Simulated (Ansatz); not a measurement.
# Si: the cost of one run

Program: Ansatz 0.2.0. Level of theory: DFT LDA, scalar-relativistic, plane waves, PAW. These are calculated values, not measurements.

1 further run of the same task is left out (set aside as unsound or not needed). Runs told in other sessions of the task aren't counted.

### 1 Starting point

The structure is tetragonal, space group I4/mmm (No. 139). Conventional cell: a = 6.603 Å, b = 6.603 Å, c = 3.817 Å, α = 90.00°, β = 90.00°, γ = 90.00°. Si (site symmetry m2m) has 4 Si at 2.33 to 2.36 Å in its first shell of neighbours.

Structure file:

```
CELL_PARAMETERS angstrom
-3.30127 3.30127 1.90836
3.30127 -3.30127 1.90836
3.30127 3.30127 -1.90836
ATOMIC_POSITIONS crystal
Si 0.17884 0.17884 0.35769
Si 0.82116 0.82116 0.64231
Si 0.17884 0.82116 0.00000
Si 0.82116 0.17884 0.00000
```

It goes back to an entry of the Materials Project, which need not be the stable form.

This cell was relaxed beforehand with the same method: volume 20.80 Å³/atom, gap on the mesh 0.20 eV.

### 2 The reference cell

The reference gives a free energy of -2434.1372 eV, pressure 0.02 GPa, largest force 0.005 eV/Å and gap on the mesh 0.20 eV. It was computed beforehand with the settings of the runs below.

### 3 The scan: a two-dimensional strain map

The cell is strained by p along both x and y and by q along z, with fractional coordinates fixed.

### 4 At p = -0.030, q = -0.030

The input, input.yaml:

```yaml
crystal:
  lattice:
    - [-3.2022337019, 3.2022337019, 1.8511139988]
    - [3.2022337019, -3.2022337019, 1.8511139988]
    - [3.2022337019, 3.2022337019, -1.8511139988]
  atoms:
    - { symbol: Si, position: [0.1788433299, 0.1788433299, 0.3576866598] }
    - { symbol: Si, position: [0.8211566701, 0.8211566701, 0.6423133402] }
    - { symbol: Si, position: [0.1788433299, 0.8211566701, 0.0] }
    - { symbol: Si, position: [0.8211566701, 0.1788433299, 0.0] }
basis:
  ecutwfc: 420
kpoints:
  mp_grid: { grid: [10, 10, 10] }
hamiltonian:
  xc: lda
scf:
  occupations: { method: gaussian, width: 0.03 }
output:
  forces: true
  stress: true
  eigenvalues: true
```

Run with:

```sh
$ ansatz run input.yaml --threads 2 --pin off --max-ram 5120MiB --backend cpu --events-out ev --progress --plain --runs-dir out
```

What time and memory should one allow on 2 threads of Intel Xeon Platinum 8375C at 2.90GHz (Ice Lake), shared host?

About 3.8 s, with a peak of 0.43 GiB.
